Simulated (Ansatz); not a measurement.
# CH₅GaOSi: basis-set convergence

An exercise on one series of results from a longer session: the logs are not shown, and one member is left open.

Method: one geometry, several basis sets; program: Ansatz 0.2.0, Gaussian basis.

Plan: PBE0-D4/def2-SVP; ωB97M-V/def2-SVP; PBE0-D4/def2-QZVPP; ωB97M-V/def2-QZVPP; the functionals' def2-TZVPP values are taken from earlier runs.

## The geometry

The geometry comes from an earlier relaxation with PBE0-D4 in a triple-zeta def2 set; it is a stationary point, not always the lowest conformer.

9 atoms, charge 0, spin multiplicity 1.

Atoms are counted from 1 here; the program's logs count them from 0.

Bond lengths: C1–Si2 1.842 Å, C1–H5 1.092 Å, C1–H6 1.091 Å, C1–H7 1.096 Å, Si2–O3 1.536 Å, Si2–H8 1.481 Å, O3–Ga4 2.064 Å, Ga4–H9 1.674 Å. Angles: Si2–C1–H5 111.0°, Si2–C1–H6 110.8°, Si2–C1–H7 109.1°, H5–C1–H6 109.9°, H5–C1–H7 107.9°, H6–C1–H7 108.2°, C1–Si2–O3 123.6°, C1–Si2–H8 115.6°, O3–Si2–H8 120.1°, Si2–O3–Ga4 160.7°, O3–Ga4–H9 90.9°.

Coordinates:

```
C    -0.21036    1.62166   -0.01744
Si   -0.77437   -0.12123    0.17121
O     0.14919   -1.33678    0.00009
Ga    1.43043   -2.70318   -0.86667
H    -0.82493    2.29874    0.58008
H     0.83742    1.72234    0.26831
H    -0.30805    1.91811   -1.06832
H    -2.23940   -0.31113    0.27928
H     2.02846   -3.13463    0.63646
```

The first run:

Contents of in.yaml:

```yaml
crystal:
  periodic: [false, false, false]
  atoms:
    - {symbol: C, position_ang: [-0.210363, 1.621658, -0.017440]}
    - {symbol: Si, position_ang: [-0.774367, -0.121228, 0.171208]}
    - {symbol: O, position_ang: [0.149191, -1.336782, 0.000094]}
    - {symbol: Ga, position_ang: [1.430435, -2.703184, -0.866672]}
    - {symbol: H, position_ang: [-0.824932, 2.298743, 0.580084]}
    - {symbol: H, position_ang: [0.837420, 1.722343, 0.268314]}
    - {symbol: H, position_ang: [-0.308046, 1.918113, -1.068323]}
    - {symbol: H, position_ang: [-2.239402, -0.311133, 0.279279]}
    - {symbol: H, position_ang: [2.028463, -3.134630, 0.636456]}
basis:
  gaussian: {orbitals: def2-SVP}
hamiltonian: {xc: pbe0, dispersion: d4}
output: {orbitals: {seedname: orbitals}}
```

Among the steps run: PBE0-D4 in def2-SVP; ωB97M-V in def2-SVP; PBE0-D4 in def2-QZVPP; ωB97M-V in def2-QZVPP.

One of the session's tables, all rows but one given; the rest of the session is left out.

It belongs to the step «Functionals by basis». 

| functional | basis | HOMO (eV) | LUMO (eV) |
| --- | --- | --- | --- |
| PBE0-D4 | def2-SVP | -4.44 | -2.26 |
| PBE0-D4 | def2-TZVPP | ? | ? |
| PBE0-D4 | def2-QZVPP | -4.51 | -2.47 |
| ωB97M-V | def2-SVP | -6.13 | -0.48 |
| ωB97M-V | def2-TZVPP | -6.19 | -0.71 |
| ωB97M-V | def2-QZVPP | -6.24 | -0.82 |

Q: Estimate the row for PBE0-D4, def2-TZVPP from the others.

The run gave: HOMO (eV): -4.47; LUMO (eV): -2.41. In the column «HOMO (eV)» it lies between PBE0-D4, def2-QZVPP (-4.51) and PBE0-D4, def2-SVP (-4.44).
